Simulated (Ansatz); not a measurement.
# C2H4BrFSn: rotation by 120° about the C4–Sn5 bond

How high is the barrier for the rotation by 120° about the C4–Sn5 bond? Relax the two ends, then run a nudged elastic band between them. SMILES of the start: FC(Br)=[CH][SnH3].

Method: RKS PBE0/def2-SVP, in Ansatz 0.2.0.

## 1. The starting structure

Bond lengths: F1–C2 1.366 Å, C2–Br3 1.882 Å, C2–C4 1.287 Å, C4–Sn5 2.200 Å, C4–H6 1.072 Å, Sn5–H7 1.726 Å, Sn5–H8 1.723 Å, Sn5–H9 1.801 Å. Angles: F1–C2–Br3 116.9°, F1–C2–C4 125.7°, Br3–C2–C4 117.4°, C2–C4–Sn5 118.4°, C2–C4–H6 126.8°, Sn5–C4–H6 114.8°, C4–Sn5–H7 108.6°, C4–Sn5–H8 108.2°, C4–Sn5–H9 108.2°, H7–Sn5–H8 111.0°, H7–Sn5–H9 110.9°, H8–Sn5–H9 109.8°.

Structure file:

```xyz
9

F     1.1944   -1.2223   -1.2662
C     1.5121   -0.2591   -0.3509
Br    3.3414    0.1066   -0.0997
C     0.6719    0.4012    0.3666
Sn   -1.4750    0.0098    0.0884
H     0.9015    1.1405    1.1080
H    -1.8973    0.3838   -1.5428
H    -1.7697   -1.6517    0.4356
H    -2.3908    1.0449    1.2438
```

## 2. Relaxing end A

input.yaml reads:

```yaml
crystal:
  periodic: [false, false, false]
  atoms:
    - { symbol: F, position_ang: [1.1944, -1.2223, -1.2662] }
    - { symbol: C, position_ang: [1.5121, -0.2591, -0.3509] }
    - { symbol: Br, position_ang: [3.3414, 0.1066, -0.0997] }
    - { symbol: C, position_ang: [0.6719, 0.4012, 0.3666] }
    - { symbol: Sn, position_ang: [-1.475, 0.0098, 0.0884] }
    - { symbol: H, position_ang: [0.9015, 1.1405, 1.108] }
    - { symbol: H, position_ang: [-1.8973, 0.3838, -1.5428] }
    - { symbol: H, position_ang: [-1.7697, -1.6517, 0.4356] }
    - { symbol: H, position_ang: [-2.3908, 1.0449, 1.2438] }
basis:
  gaussian: { orbitals: def2-SVP }
hamiltonian:
  xc: pbe0
relax:
  f_tol: 0.015
  max_steps: 40
```

Started as:

```console
ansatz run input.yaml --threads 2 --pin off --max-ram 3072MiB --backend cpu --events-out ev --progress --plain --runs-dir out
```

Log, cut to the lines that bear on the results:

```text
Warning: RAYON_NUM_THREADS=2 ignored (pool sized by the plan → 2); use --threads N
[...]
Functional definition: PBE0
[...]
1390 factors; integrals over basis functions are off by at most 3.4e-4 eV
[...]
mean field -80706.46007061 eV, -2965.9077027913 hartree, gradient 4.8e-5 eV, S^2 0.000000; 0 other end points of the search recorded, 0 dependent functions left out
[...]
reference -80706.46010221 eV, -2965.9077039526 hartree; 41, 41 occupied and 79, 79 virtual orbitals, 1390 factors
relax step   1: F+E_penalty+E_count = -80706.46007061 eV  Δ(F+E_penalty+E_count) = +0.000e0 eV  max|allowed force component| = 3.712e0 eV/Å  Δτ_max = 0.0000 Å  (26 SCF iters, accepted)
[...]
relax step   6: F+E_penalty+E_count = -80706.76813696 eV  Δ(F+E_penalty+E_count) = -1.771e-3 eV  max|allowed force component| = 2.269e-2 eV/Å  Δτ_max = 0.0200 Å  (30 SCF iters, accepted)
[...]
relax step   7: F+E_penalty+E_count = -80706.76820004 eV  Δ(F+E_penalty+E_count) = -6.308e-5 eV  max|allowed force component| = 5.104e-3 eV/Å  Δτ_max = 0.0035 Å  (24 SCF iters, accepted)
1390 factors; integrals over basis functions are off by at most 3.4e-4 eV
[...]
mean field -80706.76820004 eV, -2965.9190263391 hartree, gradient 1.0e-5 eV, S^2 0.000000; 1 other end points of the search recorded, 0 dependent functions left out
[...]
reference -80706.76823152 eV, -2965.9190274962 hartree; 41, 41 occupied and 79, 79 virtual orbitals, 1390 factors
Total energy: -80706.76823152 eV, -2965.9190274962 hartree
Atom 0 at     1.231864    -1.140879    -1.226839 Å, force     0.003013     0.000617     0.000289 eV/Å
Atom 1 at     1.520594    -0.224448    -0.313387 Å, force     0.004681    -0.001338    -0.001632 eV/Å
Atom 2 at     3.380715     0.026499    -0.167588 Å, force    -0.005104    -0.001467    -0.001306 eV/Å
Atom 3 at     0.593004     0.413627     0.388739 Å, force     0.001501     0.001038     0.001098 eV/Å
Atom 4 at    -1.489715     0.002977     0.094513 Å, force    -0.000104    -0.000607    -0.000463 eV/Å
Atom 5 at     0.924935     1.152830     1.119546 Å, force    -0.001367     0.001036     0.001388 eV/Å
Atom 6 at    -1.919655     0.360980    -1.521782 Å, force    -0.001006     0.000064     0.000774 eV/Å
Atom 7 at    -1.800113    -1.644929     0.431135 Å, force    -0.000985     0.000846     0.000275 eV/Å
Atom 8 at    -2.353130     1.007044     1.178462 Å, force    -0.000629    -0.000189    -0.000423 eV/Å
Dipole moment:    -0.128416     0.138953     0.148693 e Å
```

Wall time 26 s (2 threads of Intel Xeon Platinum 8488C (Sapphire Rapids), shared host); peak memory 0.36 GiB.

The steps of the relaxation:

```
step  energy from step 1 (eV)  largest force component (eV/Å)
   1                   0.0000                          3.7120
   2                  -0.1992                          0.9323
   3                  -0.2329                          0.9170
   4                  -0.3026                          0.2788
   5                  -0.3063                          0.1584
   6                  -0.3081                          0.0227
   7                  -0.3081                          0.0051
```

Step 1 is the start.

After: Bond lengths: F1–C2 1.326 Å, C2–Br3 1.883 Å, C2–C4 1.327 Å, C4–Sn5 2.143 Å, C4–H6 1.091 Å, Sn5–H7 1.710 Å, Sn5–H8 1.710 Å, Sn5–H9 1.711 Å. Angles: F1–C2–Br3 111.1°, F1–C2–C4 123.0°, Br3–C2–C4 125.8°, C2–C4–Sn5 121.0°, C2–C4–H6 117.9°, Sn5–C4–H6 121.2°, C4–Sn5–H7 109.5°, C4–Sn5–H8 109.5°, C4–Sn5–H9 106.9°, H7–Sn5–H8 110.0°, H7–Sn5–H9 110.4°, H8–Sn5–H9 110.4°.

## 3. Relaxing end B

The second end starts from a geometry with the move made by hand.

Changes to input.yaml since step 2:

```diff
@@ -9,5 +9,5 @@
     - { symbol: H, position_ang: [0.9015, 1.1405, 1.108] }
-    - { symbol: H, position_ang: [-1.8973, 0.3838, -1.5428] }
-    - { symbol: H, position_ang: [-1.7697, -1.6517, 0.4356] }
-    - { symbol: H, position_ang: [-2.3908, 1.0449, 1.2438] }
+    - { symbol: H, position_ang: [-2.36396, 1.00788, 1.18047] }
+    - { symbol: H, position_ang: [-1.88162, 0.37092, -1.54629] }
+    - { symbol: H, position_ang: [-1.77723, -1.73489, 0.41973] }
 basis:
```

Started as:

```console
ansatz run input.yaml --threads 2 --pin off --max-ram 3072MiB --backend cpu --events-out ev --progress --plain --runs-dir out
```

Log, cut to the lines that bear on the results:

```text
Warning: RAYON_NUM_THREADS=2 ignored (pool sized by the plan → 2); use --threads N
[...]
[... 1 set-up line as earlier in the session ...]
[...]
1390 factors; integrals over basis functions are off by at most 3.2e-4 eV
[...]
mean field -80706.45792910 eV, -2965.9076240925 hartree, gradient 4.8e-5 eV, S^2 0.000000; 0 other end points of the search recorded, 0 dependent functions left out
[...]
reference -80706.45796063 eV, -2965.9076252513 hartree; 41, 41 occupied and 79, 79 virtual orbitals, 1390 factors
relax step   1: F+E_penalty+E_count = -80706.45792910 eV  Δ(F+E_penalty+E_count) = +0.000e0 eV  max|allowed force component| = 3.724e0 eV/Å  Δτ_max = 0.0000 Å  (26 SCF iters, accepted)
[...]
relax step   6: F+E_penalty+E_count = -80706.76813620 eV  Δ(F+E_penalty+E_count) = -1.941e-3 eV  max|allowed force component| = 4.121e-2 eV/Å  Δτ_max = 0.0251 Å  (30 SCF iters, accepted)
[...]
Total energy: -80706.76823228 eV, -2965.9190275239 hartree
Atom 0 at     1.246508    -1.146342    -1.233098 Å, force     0.000758     0.001780     0.001711 eV/Å
Atom 1 at     1.526931    -0.230400    -0.316470 Å, force     0.001029    -0.001437    -0.001848 eV/Å
Atom 2 at     3.384932     0.029558    -0.163407 Å, force     0.000177     0.000293     0.000447 eV/Å
Atom 3 at     0.593273     0.401308     0.383456 Å, force     0.002409     0.001646     0.001415 eV/Å
Atom 4 at    -1.485854    -0.019981     0.078995 Å, force    -0.002612    -0.000274     0.000053 eV/Å
Atom 5 at     0.918046     1.140794     1.117389 Å, force    -0.001643    -0.002795    -0.002463 eV/Å
Atom 6 at    -2.360240     0.979340     1.158576 Å, force     0.000220     0.000123    -0.000300 eV/Å
Atom 7 at    -1.910044     0.335697    -1.539319 Å, force    -0.000258     0.000432     0.000485 eV/Å
Atom 8 at    -1.790063    -1.669363     0.413989 Å, force    -0.000079     0.000232     0.000498 eV/Å
Dipole moment:    -0.128970     0.138109     0.148501 e Å
```

Run time: 26 s. Hardware: 2 threads of Intel Xeon Platinum 8488C (Sapphire Rapids), shared host; peak memory 0.36 GiB.

Relaxation path:

```
step  energy from step 1 (eV)  largest force component (eV/Å)
   1                   0.0000                          3.7238
   2                  -0.1902                          1.5070
   3                  -0.2374                          0.9216
   4                  -0.3041                          0.3370
   5                  -0.3083                          0.1768
   6                  -0.3102                          0.0412
   7                  -0.3103                          0.0028
```

Step 1 is the start.

After: Bond lengths: F1–C2 1.326 Å, C2–Br3 1.882 Å, C2–C4 1.327 Å, C4–Sn5 2.143 Å, C4–H6 1.091 Å, Sn5–H7 1.711 Å, Sn5–H8 1.710 Å, Sn5–H9 1.710 Å. Angles: F1–C2–Br3 111.1°, F1–C2–C4 123.0°, Br3–C2–C4 125.9°, C2–C4–Sn5 120.9°, C2–C4–H6 117.9°, Sn5–C4–H6 121.2°, C4–Sn5–H7 106.9°, C4–Sn5–H8 109.5°, C4–Sn5–H9 109.5°, H7–Sn5–H8 110.4°, H7–Sn5–H9 110.4°, H8–Sn5–H9 110.0°.

## 4. Nudged elastic band

crystal.atoms is end A as relaxed above, and neb.final_atoms is end B, turned to lie on A. With 7 inner images the band has 9 in all.

input.yaml reads:

```yaml
crystal:
  periodic: [false, false, false]
  atoms:
    - { symbol: F, position_ang: [1.231864, -1.140879, -1.226839] }
    - { symbol: C, position_ang: [1.520594, -0.224448, -0.313387] }
    - { symbol: Br, position_ang: [3.380715, 0.026499, -0.167588] }
    - { symbol: C, position_ang: [0.593004, 0.413627, 0.388739] }
    - { symbol: Sn, position_ang: [-1.489715, 0.002977, 0.094513] }
    - { symbol: H, position_ang: [0.924935, 1.15283, 1.119546] }
    - { symbol: H, position_ang: [-1.919655, 0.36098, -1.521782] }
    - { symbol: H, position_ang: [-1.800113, -1.644929, 0.431135] }
    - { symbol: H, position_ang: [-2.35313, 1.007044, 1.178462] }
basis:
  gaussian: { orbitals: def2-SVP }
hamiltonian:
  xc: pbe0
neb:
  order_check: false
  images: 7
  f_tol: 0.05
  max_iterations: 60
  initial_path: idpp
  final_atoms:
    - { symbol: F, position_ang: [1.28527353, -1.45038186, 0.75067474] }
    - { symbol: C, position_ang: [1.53312427, -0.29628436, 0.14700042] }
    - { symbol: Br, position_ang: [3.38482094, 0.0017413, -0.01291933] }
    - { symbol: C, position_ang: [0.57514414, 0.51826869, -0.27661033] }
    - { symbol: Sn, position_ang: [-1.49221201, 0.01954048, -0.01154674] }
    - { symbol: H, position_ang: [0.873791, 1.44822137, -0.7634088] }
    - { symbol: H, position_ang: [-2.40447592, 1.30635566, -0.67530102] }
    - { symbol: H, position_ang: [-1.83737338, -1.4413, -0.83142045] }
    - { symbol: H, position_ang: [-1.82959359, -0.15246027, 1.6563305] }
```

Started as:

```console
ansatz run input.yaml --threads 2 --pin off --max-ram 3072MiB --backend cpu --events-out ev --progress --plain --runs-dir out
```

Log, cut to the lines that bear on the results:

```text
Warning: RAYON_NUM_THREADS=2 ignored (pool sized by the plan → 2); use --threads N
[...]
[... 1 set-up line as earlier in the session ...]
[...]
1386 factors; integrals over basis functions are off by at most 3.6e-4 eV
[...]
mean field -80706.76819849 eV, -2965.9190262824 hartree, gradient 5.1e-5 eV, S^2 0.000000; 0 other end points of the search recorded, 0 dependent functions left out
[...]
reference -80706.76822995 eV, -2965.9190274384 hartree; 41, 41 occupied and 79, 79 virtual orbitals, 1386 factors
1386 factors; integrals over basis functions are off by at most 6.8e-4 eV
[...]
mean field -80706.76819700 eV, -2965.9190262276 hartree, gradient 4.9e-5 eV, S^2 0.000000; 0 other end points of the search recorded, 0 dependent functions left out
[...]
reference -80706.76822898 eV, -2965.9190274028 hartree; 41, 41 occupied and 79, 79 virtual orbitals, 1386 factors
[...]
Total energy: -80706.75204194 eV, -2965.9184325399 hartree
Atom 0 at     1.308811    -1.691139     0.033771 Å, force    -0.000771     0.005024     0.000785 eV/Å
Atom 1 at     1.536491    -0.390163     0.107009 Å, force     0.000176    -0.006810    -0.001632 eV/Å
Atom 2 at     3.380754    -0.037794     0.272673 Å, force     0.003145     0.004134     0.000651 eV/Å
Atom 3 at     0.581761     0.531524     0.067327 Å, force    -0.003220    -0.005547     0.000334 eV/Å
Atom 4 at    -1.499170     0.062562    -0.122615 Å, force    -0.004346    -0.002108    -0.000545 eV/Å
Atom 5 at     0.894364     1.575174     0.136712 Å, force     0.002752     0.002564     0.000261 eV/Å
Atom 6 at    -2.085292     0.829423    -1.537646 Å, force     0.001395     0.000280     0.000947 eV/Å
Atom 7 at    -1.718173    -1.626858    -0.218292 Å, force    -0.000890     0.002148    -0.000101 eV/Å
Atom 8 at    -2.311047     0.700971     1.243861 Å, force     0.001758     0.000317    -0.000700 eV/Å
Dipole moment:    -0.150439     0.185682    -0.004541 e Å
this run last wrote the band of iteration 6 to <dir>
```

Run time: 2.5 min. Hardware: 2 threads of Intel Xeon Platinum 8488C (Sapphire Rapids), shared host; peak memory 0.37 GiB.

## 5. The band, image by image

The 7 inner images lie between the fixed ends 0 and 8. Energy is taken from image 0, and the path length is the program's own coordinate along the band.

```
image  path (Å)  energy (eV)  dihedral C2–C4–Sn5–H7 (°)  band force (eV/Å)
    0     0.000       0.0000                        -61                  -
    1     0.488       0.0026                        -76              0.013
    2     0.976       0.0084                        -91              0.050
    3     1.464       0.0141                       -106              0.028
   4*     1.951       0.0162                       -121              0.007
    5     2.440       0.0139                       -136              0.028
    6     2.928       0.0082                       -151              0.049
    7     3.417       0.0024                       -165              0.013
    8     3.905       0.0000                        180                  -
```

The star marks the climbing image.

image, energy (eV) and a bar:
```
        0      0.000 
        1      0.003 #####
        2      0.008 ################
        3      0.014 ##########################
        4      0.016 ##############################
        5      0.014 ##########################
        6      0.008 ###############
        7      0.002 ####
        8      0.000
```

How the highest energy settled:

```
iteration  highest image above image 0 (eV)  largest band force (eV/Å)
        1                            0.0962                      0.878
        2                            0.0347                      0.622
        3                            0.0377                      0.743
        4                            0.0168                      0.342
        5                            0.0163                      0.141
        6                            0.0162                      0.050
```

The band as a trajectory file:

```xyz
9
image=0 dE=0.0000
F     1.232   -1.141   -1.227
C     1.521   -0.224   -0.313
Br    3.381    0.026   -0.168
C     0.593    0.414    0.389
Sn   -1.490    0.003    0.095
H     0.925    1.153    1.120
H    -1.920    0.361   -1.522
H    -1.800   -1.645    0.431
H    -2.353    1.007    1.178
9
image=1 dE=0.0026
F     1.269   -1.354   -0.961
C     1.530   -0.287   -0.221
Br    3.386   -0.014   -0.057
C     0.584    0.471    0.320
Sn   -1.494    0.026    0.044
H     0.899    1.332    0.911
H    -1.970    0.487   -1.534
H    -1.759   -1.646    0.273
H    -2.357    0.938    1.207
9
image=2 dE=0.0084
F     1.302   -1.524   -0.660
C     1.539   -0.338   -0.120
Br    3.388   -0.033    0.060
C     0.579    0.507    0.238
Sn   -1.499    0.045   -0.008
H     0.885    1.463    0.666
H    -2.022    0.609   -1.538
H    -1.735   -1.642    0.115
H    -2.347    0.868    1.230
9
image=3 dE=0.0141
F     1.319   -1.641   -0.319
C     1.541   -0.374   -0.009
Br    3.387   -0.035    0.160
C     0.578    0.524    0.155
Sn   -1.501    0.057   -0.064
H     0.881    1.542    0.408
H    -2.056    0.725   -1.540
H    -1.728   -1.635   -0.050
H    -2.333    0.791    1.241
9
image=4 dE=0.0162
F     1.309   -1.691    0.034
C     1.536   -0.390    0.107
Br    3.381   -0.038    0.273
C     0.582    0.532    0.067
Sn   -1.499    0.063   -0.123
H     0.894    1.575    0.137
H    -2.085    0.829   -1.538
H    -1.718   -1.627   -0.218
H    -2.311    0.701    1.244
9
image=5 dE=0.0139
F     1.261   -1.671    0.386
C     1.522   -0.384    0.223
Br    3.368   -0.045    0.385
C     0.592    0.532   -0.021
Sn   -1.491    0.062   -0.182
H     0.926    1.565   -0.135
H    -2.109    0.918   -1.530
H    -1.700   -1.620   -0.386
H    -2.281    0.596    1.242
9
image=6 dE=0.0082
F     1.187   -1.582    0.729
C     1.501   -0.356    0.335
Br    3.353   -0.052    0.484
C     0.607    0.521   -0.103
Sn   -1.480    0.054   -0.237
H     0.972    1.507   -0.396
H    -2.124    0.994   -1.514
H    -1.681   -1.612   -0.550
H    -2.246    0.479    1.235
9
image=7 dE=0.0024
F     1.104   -1.437    1.034
C     1.476   -0.314    0.437
Br    3.332   -0.042    0.600
C     0.626    0.493   -0.186
Sn   -1.466    0.040   -0.289
H     1.027    1.398   -0.645
H    -2.139    1.061   -1.487
H    -1.679   -1.603   -0.709
H    -2.193    0.357    1.228
9
image=8 dE=0.0000
F     0.959   -1.154    1.434
C     1.426   -0.229    0.607
Br    3.277    0.021    0.845
C     0.660    0.417   -0.262
Sn   -1.439    0.005   -0.400
H     1.132    1.163   -0.904
H    -2.069    1.031   -1.616
H    -1.672   -1.635   -0.824
H    -2.186    0.333    1.103
```

## 6. Vibrations at the top

The geometry is the highest inner image of the first converged band.

input.yaml reads:

```yaml
crystal:
  periodic: [false, false, false]
  atoms:
    - { symbol: F, position_ang: [1.308811, -1.691139, 0.033771] }
    - { symbol: C, position_ang: [1.536491, -0.390163, 0.107009] }
    - { symbol: Br, position_ang: [3.380754, -0.037794, 0.272673] }
    - { symbol: C, position_ang: [0.581761, 0.531524, 0.067327] }
    - { symbol: Sn, position_ang: [-1.49917, 0.062562, -0.122615] }
    - { symbol: H, position_ang: [0.894364, 1.575174, 0.136712] }
    - { symbol: H, position_ang: [-2.085292, 0.829423, -1.537646] }
    - { symbol: H, position_ang: [-1.718173, -1.626858, -0.218292] }
    - { symbol: H, position_ang: [-2.311047, 0.700971, 1.243861] }
basis:
  gaussian: { orbitals: def2-SVP }
hamiltonian:
  xc: pbe0
phonons: {}
```

Started as:

```console
ansatz run input.yaml --threads 2 --pin off --max-ram 3072MiB --backend cpu --events-out ev --progress --plain --runs-dir out
```

Log, cut to the lines that bear on the results:

```text
Warning: RAYON_NUM_THREADS=2 ignored (pool sized by the plan → 2); use --threads N
[...]
[... 1 set-up line as earlier in the session ...]
[...]
1388 factors; integrals over basis functions are off by at most 5.1e-4 eV
[...]
mean field -80706.75200186 eV, -2965.9184310669 hartree, gradient 4.9e-5 eV, S^2 0.000000; 0 other end points of the search recorded, 0 dependent functions left out
[...]
reference -80706.75203358 eV, -2965.9184322327 hartree; 41, 41 occupied and 79, 79 virtual orbitals, 1388 factors
[...]
1388 factors; integrals over basis functions are off by at most 5.1e-4 eV
[...]
mean field -80706.75197375 eV, -2965.9184300339 hartree, gradient 2.2e-6 eV, S^2 0.000000; 0 other end points of the search recorded, 0 dependent functions left out
[...]
reference -80706.75200547 eV, -2965.9184311997 hartree; 41, 41 occupied and 79, 79 virtual orbitals, 1388 factors
[...]
1388 factors; integrals over basis functions are off by at most 5.1e-4 eV
[...]
WARN: phonons: modes at or below zero, which the zero-point energy, F, S and C_V leave out: 1, the lowest at -51.88 cm⁻¹. A minimum has none, and a first-order saddle one
[...]
Total energy: -80706.75203358 eV, -2965.9184322327 hartree
Atom 0 at     1.308811    -1.691139     0.033771 Å, force    -0.000711     0.004900     0.000781 eV/Å
Atom 1 at     1.536491    -0.390163     0.107009 Å, force     0.000045    -0.006765    -0.001588 eV/Å
Atom 2 at     3.380754    -0.037794     0.272673 Å, force     0.003212     0.004128     0.000637 eV/Å
Atom 3 at     0.581761     0.531524     0.067327 Å, force    -0.003149    -0.005489     0.000339 eV/Å
Atom 4 at    -1.499170     0.062562    -0.122615 Å, force    -0.004311    -0.001981    -0.000617 eV/Å
Atom 5 at     0.894364     1.575174     0.136712 Å, force     0.002757     0.002545     0.000253 eV/Å
Atom 6 at    -2.085292     0.829423    -1.537646 Å, force     0.001346     0.000237     0.000928 eV/Å
Atom 7 at    -1.718173    -1.626858    -0.218292 Å, force    -0.000885     0.002152    -0.000095 eV/Å
Atom 8 at    -2.311047     0.700971     1.243861 Å, force     0.001696     0.000272    -0.000637 eV/Å
Dipole moment:    -0.150437     0.185683    -0.004541 e Å
Vibrations: -51.88 111.68 116.87 187.20 356.24 449.96 471.71 574.88 626.25 694.96 722.95 728.67 769.34 801.11 1047.86 1246.07 1716.26 1938.98 1940.52 1966.38 3240.61 cm⁻¹, zero-point energy 1.221769 eV
```

Run time: 2 min. Hardware: 2 threads of Intel Xeon Platinum 8488C (Sapphire Rapids), shared host; peak memory 0.36 GiB.

Of 21 modes, 1 is imaginary by more than 30 cm⁻¹ (52i cm⁻¹).

## 7. Outcome

```
                    quantity                    value
                       end A  6 moves, 0.308 eV lower
                       end B  6 moves, 0.310 eV lower
            barrier forwards                 0.016 eV
           barrier backwards                 0.016 eV
second end relative to first                 0.000 eV
               highest image    4 of 0 to 8, climbing
             band iterations                        6
  imaginary modes at the top                 52i cm⁻¹
```

The top lies 0.016 eV above the first end, or 0.6 kT at room temperature. The two ends lie within 1 meV of each other. The listed dihedral goes from -61° at end A through -121° at the highest image to 180° at end B. One imaginary mode, as a first-order saddle point has. Zero-point energy and entropy are left out.
